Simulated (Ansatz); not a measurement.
# HRh3: the cost of one run

Method: DFT PBE, scalar-relativistic, plane waves, PAW, in Ansatz 0.2.0.

### Step 1. The structure to begin with

Symmetry: Im-3m, No. 229, cubic system. Conventional cell: a = 4.814 Å, b = 4.814 Å, c = 4.814 Å, α = 90.00°, β = 90.00°, γ = 90.00°. H (site symmetry m-3m) has 6 Rh at 2.41 Å in its first shell of neighbours. Rh (site symmetry 4/mmm) has 2 H at 2.41 Å and 4 Rh at 2.41 Å in its first shell of neighbours.

Structure file:

```
H Rh
1.0
    -2.40724    2.40724    2.40724
     2.40724   -2.40724    2.40724
     2.40724    2.40724   -2.40724
H Rh
1 3
Direct
  0.00000 0.00000 0.00000
  0.00000 0.50000 0.50000
  0.50000 0.00000 0.50000
  0.50000 0.50000 0.00000
```

A structure generator made this guess: random cell by space group and Wyckoff sites (Im-3m, No. 229). Lengths come from tabulated atomic sizes and are only a guess.

### Step 2. A first look at the guess

Input file input.yaml:

```yaml
crystal:
  lattice:
    - [-2.40723876, 2.40723876, 2.40723876]
    - [2.40723876, -2.40723876, 2.40723876]
    - [2.40723876, 2.40723876, -2.40723876]
  atoms:
    - { symbol: H, position: [0.0, 0.0, 0.0] }
    - { symbol: Rh, position: [0.0, 0.5, 0.5] }
    - { symbol: Rh, position: [0.5, 0.0, 0.5] }
    - { symbol: Rh, position: [0.5, 0.5, 0.0] }
basis:
  ecutwfc: 420
kpoints:
  mp_grid: { grid: [6, 6, 6] }
hamiltonian:
  xc: pbe
scf:
  occupations: { method: gaussian, width: 0.1 }
  lower_state_search: "off"
output:
  forces: true
  stress: true
  eigenvalues: true
```

Launch:

```sh
$ ansatz run input.yaml --threads 1 --pin off --max-ram 2560MiB --backend cpu --events-out ev --progress --plain --runs-dir out
```

What time and memory should one allow on 1 thread of Intel Xeon Platinum 8488C (Sapphire Rapids), shared host?

About 1 s, with a peak of 0.34 GiB.
